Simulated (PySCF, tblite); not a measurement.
# C5H5NOS: excited states, part 2 of 2

tblite 0.8.0 and PySCF 2.14.0. Atoms count from 0. Earlier steps stand in the parts before.

## 8. Excited states: TDA PBE0/def2-SVPD

The job: settings as JSON, then the geometry in Å.

```
{"job": {"kind": "states", "xc": "PBE0", "basis": "def2-SVPD", "tda": true, "soc": true, "nstates": 8, "ntriplets": 5, "nquad": 4, "scf": {"guess": "1e", "max_cycle": 87}}, "charge": 0, "multiplicity": 1}
C     -2.211133     0.364718     0.382072
C     -1.227911    -0.769981     0.429743
O     -1.509360    -1.904198     0.742815
C      0.141396    -0.396807     0.058614
N      0.536876     0.785056    -0.291478
C      1.846738     0.815534    -0.573761
C      2.494599    -0.381514    -0.440257
S      1.412070    -1.604062     0.064240
H     -3.198244     0.013219     0.668421
H     -1.882220     1.154717     1.052852
H     -2.235168     0.778583    -0.623068
H      2.297566     1.742577    -0.878983
H      3.530404    -0.597356    -0.608938
```

With the program's defaults for keys left out, this is: TDA PBE0/def2-SVPD excited states, vertical, gas phase, spin-orbit mean-field couplings.

What it wrote:

```text
final grid: 116848 points
cycle   1  E = -592.8099321732  dE =  5.619e+01  |g| = 1.249e+01  |ddm| = 4.658e+02
cycle   2  E = -612.8930696244  dE = -2.008e+01  |g| = 1.191e+01  |ddm| = 4.471e+02
cycle   3  E = -690.6020218944  dE = -7.771e+01  |g| = 8.511e+00  |ddm| = 1.395e+02
cycle   4  E = -699.5839633910  dE = -8.982e+00  |g| = 7.290e+00  |ddm| = 4.209e+01
cycle   5  E = -710.5649842390  dE = -1.098e+01  |g| = 5.003e+00  |ddm| = 4.010e+01
cycle   6  E = -713.6065221979  dE = -3.042e+00  |g| = 4.420e+00  |ddm| = 3.521e+01
cycle   7  E = -720.6493962310  dE = -7.043e+00  |g| = 8.462e-01  |ddm| = 2.753e+01
cycle   8  E = -720.6741219975  dE = -2.473e-02  |g| = 8.241e-01  |ddm| = 2.936e+00
cycle   9  E = -720.8307128712  dE = -1.566e-01  |g| = 2.760e-01  |ddm| = 1.698e+00
cycle  10  E = -720.8440414083  dE = -1.333e-02  |g| = 2.215e-01  |ddm| = 8.467e-01
cycle  11  E = -720.8565816306  dE = -1.254e-02  |g| = 5.017e-02  |ddm| = 5.102e-01
cycle  12  E = -720.8572056422  dE = -6.240e-04  |g| = 1.971e-02  |ddm| = 1.522e-01
cycle  13  E = -720.8572690378  dE = -6.340e-05  |g| = 1.176e-02  |ddm| = 6.042e-02
cycle  14  E = -720.8572976748  dE = -2.864e-05  |g| = 2.325e-03  |ddm| = 1.872e-02
cycle  15  E = -720.8572988027  dE = -1.128e-06  |g| = 1.262e-03  |ddm| = 7.676e-03
cycle  16  E = -720.8572991688  dE = -3.661e-07  |g| = 3.046e-04  |ddm| = 3.135e-03
cycle  17  E = -720.8572991885  dE = -1.976e-08  |g| = 9.361e-05  |ddm| = 8.055e-04
cycle  18  E = -720.8572991911  dE = -2.530e-09  |g| = 2.739e-05  |ddm| = 2.754e-04
cycle  19  E = -720.8572991911  dE = -2.319e-11  |g| = 2.498e-05  |ddm| = 9.406e-05
converged SCF energy = -720.8572991911

Singlet excitations
state   eV       nm        f     d(h-e)  d(exc)  Lambda  PR(NTO)  |dmu|/D   mu/D   main configurations
  1   3.6391   340.7   0.00006   1.224   2.819   0.514   1.008    3.138    1.233   H-1->L 0.95
  2   4.7458   261.3   0.00043   1.062   2.815   0.499   1.023    2.127    4.983   H-2->L 0.97
  3   4.9036   252.8   0.22184   1.140   3.030   0.708   1.181    2.492    5.376   H->L 0.88
  4   5.8330   212.6   0.10637   1.100   2.992   0.691   1.258    2.482    5.241   H-3->L 0.85
  5   6.4072   193.5   0.00002   2.008   3.529   0.389   1.168                     H-1->L+1 0.84
  6   6.4469   192.3   0.00006   1.262   3.062   0.417   1.095                     H->L+2 0.88
  7   6.8844   180.1   0.11482   2.127   3.788   0.431   1.691                     H-1->L+2 0.70, H->L+1 0.16
  8   7.0917   174.8   0.00039   0.564   2.841   0.439   1.959                     H-2->L+1 0.68, H-5->L 0.16

Triplet excitations (Tamm-Dancoff)
state   eV     d(h-e)  d(exc)  Lambda  PR(NTO)   main configurations
  1   3.1269   1.094   2.712   0.510   1.015   H-1->L 0.93
  2   3.1897   0.645   2.787   0.731   1.030   H->L 0.94
  3   4.2307   0.994   2.696   0.497   1.048   H-2->L 0.93
  4   4.3073   0.766   2.684   0.701   1.025   H-3->L 0.94
  5   5.1819   0.312   2.540   0.753   1.547   H->L+1 0.72, H-4->L 0.18
S1 - T1 = 0.5122 eV

Spin-orbit couplings |<S|Hso|T>| (cm-1)
             T1       T2       T3       T4       T5
S0       26.812    0.137   71.820    0.621    0.092
S1        0.482   27.343    2.193   25.977   22.727
S2        2.380   17.689    0.403   40.065    3.916
S3       34.936    0.306   30.391    0.351    0.171
S4       18.796    0.162   37.447    0.175    0.084
S5        0.532   12.239    0.678   13.063   24.313
S6        0.509   38.722    0.136    8.106    9.355
S7       32.556    0.262    6.566    0.183    0.052
S8        6.110   13.080   11.104   36.458    8.153
T1 sublevels (cm-1): 0.000 0.014 1.312   radiative rates (1/s): 0.012 20.1 827
```

Run time: 42 s. Hardware: 1 thread of Arm Neoverse V1, shared host; peak memory 0.92 GiB.

Despite a poor start guess, the SCF converged in 19 cycles.

Key values:

```tsv
quantity	value
S1 less T1	0.51 eV
```

## 9. Excited states: TDA B3LYP/6-311+G(2d,p)

The job, as its differences from that of step 8:

```diff
@@ -1,2 +1,2 @@
-{"job": {"kind": "states", "xc": "PBE0", "basis": "def2-SVPD", "tda": true, "soc": true, "nstates": 8, "ntriplets": 5, "nquad": 4, "scf": {"guess": "1e", "max_cycle": 87}}, "charge": 0, "multiplicity": 1}
+{"job": {"kind": "states", "xc": "B3LYP", "basis": "6-311+G(2d,p)", "tda": true, "soc": true, "nstates": 20, "ntriplets": 5, "nquad": 4, "scf": {"level_shift": 0.1}}, "charge": 0, "multiplicity": 1}
 C     -2.211133     0.364718     0.382072
```

With the program's defaults for keys left out, this is: TDA B3LYP/6-311+G(2d,p) excited states, vertical, gas phase, spin-orbit mean-field couplings.

What it wrote:

```text
final grid: 116848 points
cycle   1  E = -721.6597054753  dE =  1.539e+00  |g| = 9.106e-01  |ddm| = 4.091e+00
cycle   2  E = -721.2976462281  dE =  3.621e-01  |g| = 1.686e+00  |ddm| = 3.794e+00
cycle   3  E = -721.8140331242  dE = -5.164e-01  |g| = 2.324e-01  |ddm| = 2.192e+00
cycle   4  E = -721.8247688705  dE = -1.074e-02  |g| = 9.149e-02  |ddm| = 7.106e-01
cycle   5  E = -721.8266001338  dE = -1.831e-03  |g| = 2.044e-02  |ddm| = 2.201e-01
cycle   6  E = -721.8266716175  dE = -7.148e-05  |g| = 1.045e-02  |ddm| = 4.006e-02
cycle   7  E = -721.8266914699  dE = -1.985e-05  |g| = 3.656e-03  |ddm| = 1.381e-02
cycle   8  E = -721.8266936885  dE = -2.219e-06  |g| = 1.218e-03  |ddm| = 5.069e-03
cycle   9  E = -721.8266940157  dE = -3.272e-07  |g| = 2.649e-04  |ddm| = 2.984e-03
cycle  10  E = -721.8266940308  dE = -1.514e-08  |g| = 7.707e-05  |ddm| = 6.311e-04
cycle  11  E = -721.8266940323  dE = -1.469e-09  |g| = 2.239e-05  |ddm| = 2.024e-04
cycle  12  E = -721.8266940325  dE = -1.785e-10  |g| = 6.860e-06  |ddm| = 9.251e-05
level shift removed, Fock matrix diagonalised once more
converged SCF energy = -721.8266940325

Singlet excitations
state   eV       nm        f     d(h-e)  d(exc)  Lambda  PR(NTO)  |dmu|/D   mu/D   main configurations
  1   3.5873   345.6   0.00007   1.297   2.881   0.509   1.006    3.270    1.237   H-1->L 0.97
  2   4.6624   265.9   0.00036   1.086   2.856   0.497   1.016    2.128    4.944   H-2->L 0.98
  3   4.7584   260.6   0.21319   1.136   3.073   0.701   1.197    2.326    5.202   H->L 0.87
  4   5.6436   219.7   0.10338   1.138   3.041   0.683   1.268    2.479    5.221   H-3->L 0.84
  5   6.0891   203.6   0.00073   1.411   3.262   0.387   1.026                     H->L+1 0.82, H->L+3 0.12
  6   6.1893   200.3   0.00002   2.258   3.686   0.372   1.061                     H-1->L+2 0.91
  7   6.4862   191.2   0.00315   0.566   4.053   0.384   1.009                     H->L+3 0.78, H->L+1 0.15
  8   6.4952   190.9   0.10060   2.964   4.439   0.318   1.256                     H-1->L+1 0.84
  9   6.6210   187.3   0.03461   1.202   4.067   0.326   1.064                     H-1->L+3 0.87
 10   6.8797   180.2   0.04979   0.694   3.535   0.646   2.199                     H->L+2 0.58, H-2->L+1 0.13, H-4->L 0.10
 11   6.9227   179.1   0.00344   0.772   2.897   0.427   1.489                     H-2->L+2 0.81
 12   6.9748   177.8   0.00788   0.508   4.346   0.332   1.185                     H->L+4 0.84
 13   7.0251   176.5   0.00219   0.816   2.961   0.406   1.344                     H-3->L+1 0.63, H-3->L+3 0.16, H-5->L 0.10
 14   7.0561   175.7   0.00381   0.584   3.142   0.454   1.467                     H-5->L 0.81
 15   7.1451   173.5   0.00692   2.527   4.797   0.349   2.136                     H-1->L+4 0.56, H-2->L+1 0.17, H-4->L 0.16
 16   7.2687   170.6   0.00000   1.012   3.316   0.423   1.070                     H-6->L 0.94
 17   7.2869   170.1   0.02245   2.538   4.720   0.388   2.519                     H-1->L+4 0.28, H-4->L 0.24, H-1->L+5 0.20
 18   7.3366   169.0   0.00376   0.128   4.557   0.314   1.016                     H->L+5 0.89
 19   7.4165   167.2   0.00052   2.060   3.761   0.350   1.166                     H-1->L+9 0.52, H-1->L+7 0.31
 20   7.4265   166.9   0.05696   0.628   3.936   0.428   3.687                     H-1->L+5 0.28, H-2->L+1 0.27, H-3->L+2 0.19

Triplet excitations (Tamm-Dancoff)
state   eV     d(h-e)  d(exc)  Lambda  PR(NTO)   main configurations
  1   3.1335   1.164   2.775   0.505   1.011   H-1->L 0.94
  2   3.1626   0.700   2.837   0.729   1.022   H->L 0.95
  3   4.2120   1.024   2.745   0.493   1.036   H-2->L 0.95
  4   4.2453   0.805   2.721   0.696   1.020   H-3->L 0.95
  5   5.1553   0.297   2.621   0.755   1.399   H->L+2 0.79, H-4->L 0.14
S1 - T1 = 0.4538 eV

Spin-orbit couplings |<S|Hso|T>| (cm-1)
             T1       T2       T3       T4       T5
S0       27.052    0.359   76.203    0.716    0.138
S1        0.620   30.149    2.496   28.783   20.999
S2        2.658   20.027    0.563   44.590    3.435
S3       39.095    0.691   33.806    0.476    0.189
S4       21.267    0.344   42.071    0.243    0.088
S5        0.671   42.281    0.351    7.303   17.180
S6        0.456    5.228    0.341    9.995   24.240
S7        0.684   14.182    1.447    3.956    5.927
S8       32.595    0.362    3.398    0.117    0.107
S9       10.851    0.200    1.340    0.145    0.034
S10       7.873    0.171   22.342    0.236    0.112
S11       4.141    7.547    6.646   24.175   11.191
S12       1.192    5.902    1.808    9.880    2.398
S13       8.296   19.055   13.693   43.574    2.581
S14      15.647   36.462   32.371   96.784    2.838
S15      26.784    0.396   14.472    0.192    0.019
S16      29.397   25.401   26.082   66.506    4.264
S17      16.159    0.341   18.717    0.582    0.029
S18       0.739   20.945    0.343    2.559    4.185
S19       2.000    1.474    1.986    1.216    1.810
S20      11.249    0.228   10.906    0.260    0.128
T1 sublevels (cm-1): 0.000 0.055 3.421   radiative rates (1/s): 0.302 41.3 1.21e+03
```

It took 59 s on 1 thread of Arm Neoverse V1, shared host; peak memory 1.1 GiB.

Key values:

```tsv
quantity	value
S1 less T1	0.45 eV
```

## 10. Excited states: TDA BLYP/6-31+G*

The job, as its differences from that of step 9:

```diff
@@ -1,2 +1,2 @@
-{"job": {"kind": "states", "xc": "B3LYP", "basis": "6-311+G(2d,p)", "tda": true, "soc": true, "nstates": 20, "ntriplets": 5, "nquad": 4, "scf": {"level_shift": 0.1}}, "charge": 0, "multiplicity": 1}
+{"job": {"kind": "states", "xc": "BLYP", "basis": "6-31+G*", "tda": true, "soc": true, "nstates": 4, "ntriplets": 5, "nquad": 4}, "charge": 0, "multiplicity": 1}
 C     -2.211133     0.364718     0.382072
```

With the program's defaults for keys left out, this is: TDA BLYP/6-31+G* excited states, vertical, gas phase, spin-orbit mean-field couplings.

What it wrote:

```text
coarse grid: 12304 points
cycle   1  E = -721.4930087495  dE =  1.385e+00  |g| = 9.166e-01  |ddm| = 5.767e+00
cycle   2  E = -718.8212733490  dE =  2.672e+00  |g| = 2.837e+00  |ddm| = 5.826e+00
cycle   3  E = -721.3447593767  dE = -2.523e+00  |g| = 1.044e+00  |ddm| = 5.372e+00
cycle   4  E = -721.6637991404  dE = -3.190e-01  |g| = 2.301e-01  |ddm| = 2.867e+00
cycle   5  E = -721.6541208106  dE =  9.678e-03  |g| = 2.931e-01  |ddm| = 2.141e+00
cycle   6  E = -721.6771901475  dE = -2.307e-02  |g| = 6.740e-02  |ddm| = 1.414e+00
cycle   7  E = -721.6782689312  dE = -1.079e-03  |g| = 3.203e-02  |ddm| = 1.991e-01
cycle   8  E = -721.6785290649  dE = -2.601e-04  |g| = 1.286e-02  |ddm| = 8.855e-02
cycle   9  E = -721.6785703623  dE = -4.130e-05  |g| = 3.213e-03  |ddm| = 4.688e-02
cycle  10  E = -721.6785726594  dE = -2.297e-06  |g| = 7.694e-04  |ddm| = 1.102e-02
final grid: 116848 points
cycle  11  E = -721.5763404923  dE = -1.767e-05  |g| = 1.049e-02  |ddm| = 1.381e-01
cycle  12  E = -721.5762172158  dE =  1.233e-04  |g| = 2.408e-02  |ddm| = 9.869e-02
cycle  13  E = -721.5763583195  dE = -1.411e-04  |g| = 6.605e-03  |ddm| = 5.831e-02
cycle  14  E = -721.5763689888  dE = -1.067e-05  |g| = 8.648e-04  |ddm| = 3.653e-02
cycle  15  E = -721.5763692100  dE = -2.211e-07  |g| = 3.035e-04  |ddm| = 3.212e-03
cycle  16  E = -721.5763692293  dE = -1.935e-08  |g| = 1.248e-04  |ddm| = 9.384e-04
cycle  17  E = -721.5763692327  dE = -3.409e-09  |g| = 3.024e-05  |ddm| = 2.233e-04
cycle  18  E = -721.5763692329  dE = -2.010e-10  |g| = 9.286e-06  |ddm| = 1.389e-04
converged SCF energy = -721.5763692329

Singlet excitations
state   eV       nm        f     d(h-e)  d(exc)  Lambda  PR(NTO)  |dmu|/D   mu/D   main configurations
  1   3.1387   395.0   0.00001   1.711   3.145   0.496   1.002    4.041    1.837   H->L 1.00
  2   4.1393   299.5   0.00028   1.260   3.008   0.485   1.005    2.226    5.115   H-2->L 0.99
  3   4.5444   272.8   0.16903   1.146   3.234   0.681   1.322    1.752    4.705   H-1->L 0.78
  4   5.2387   236.7   0.00028   2.774   3.948   0.361   1.003    6.507    3.738   H->L+1 1.00

Triplet excitations (Tamm-Dancoff)
state   eV     d(h-e)  d(exc)  Lambda  PR(NTO)   main configurations
  1   2.7593   1.503   3.011   0.496   1.002   H->L 1.00
  2   3.1112   0.876   2.948   0.732   1.007   H-1->L 0.98
  3   3.7917   1.199   2.909   0.485   1.004   H-2->L 0.99
  4   4.1041   0.998   2.828   0.699   1.013   H-3->L 0.98
  5   5.0816   2.684   3.872   0.361   1.004   H->L+1 0.99
S1 - T1 = 0.3793 eV

Spin-orbit couplings |<S|Hso|T>| (cm-1)
             T1       T2       T3       T4       T5
S0       20.068    0.204   64.011    0.662   35.969
S1        0.505   29.268    1.987   26.736    0.349
S2        2.246   19.164    0.209   42.196    0.683
S3       41.090    0.138   31.568    0.226    7.422
S4        0.143    0.271    0.397    2.081    0.450
T1 sublevels (cm-1): 0.000 0.018 0.231   radiative rates (1/s): 0.00343 105 594
```

Run time: 34 s. Hardware: 1 thread of Arm Neoverse V1, shared host; peak memory 0.71 GiB.

In short:

```tsv
quantity	value
S1 less T1	0.38 eV
```

## 11. Outcome

The summary covers parts 1 to 2.

| quantity | value |
| --- | --- |
| strongest single infrared mode (GFN2-xTB) | 1730 cm⁻¹, 272 km/mol |
| zero-point energy (GFN2-xTB) | 56.3 kcal/mol |
| S1 less T1 (step 4, TDA B3LYP/def2-SVPD) | 0.46 eV |
| S1 less T1 (step 6, TDA B3LYP/aug-pcseg-1) | 0.45 eV |
| S1 less T1 (step 7, TDA B3LYP/def2-SVP in methanol) | 0.49 eV |
| S1 less T1 (step 8, TDA PBE0/def2-SVPD) | 0.51 eV |
| S1 less T1 (step 9, TDA B3LYP/6-311+G(2d,p)) | 0.45 eV |
| S1 less T1 (step 10, TDA BLYP/6-31+G*) | 0.38 eV |

**Reading.** All 33 modes are real, so the xTB geometry is a minimum. The strongest single mode, at 1730 cm⁻¹, moves mainly C1 and O2. Unscaled tight-binding wavenumbers are off by several per cent, some by more. Its intensities can rank the bands wrongly. In step 4, the number of triplets below S1 is 2, and the largest singlet-triplet spin-orbit coupling is S0–T3, 71.08 cm⁻¹. In step 6, the number of triplets below S1 is 2, and the largest singlet-triplet spin-orbit coupling is S14–T4, 99.28 cm⁻¹. In step 7, the number of triplets below S1 is 2, and the largest singlet-triplet spin-orbit coupling is S8–T4, 89.38 cm⁻¹. In step 8, the number of triplets below S1 is 2, and the largest singlet-triplet spin-orbit coupling is S0–T3, 71.82 cm⁻¹. In step 9, the number of triplets below S1 is 2, and the largest singlet-triplet spin-orbit coupling is S14–T4, 96.78 cm⁻¹. In step 10, the number of triplets below S1 is 2, and the largest singlet-triplet spin-orbit coupling is S0–T3, 64.01 cm⁻¹. The orbital labels of the leading configurations differ from run to run, so check that S1 and T1 are the same states before comparing rows.
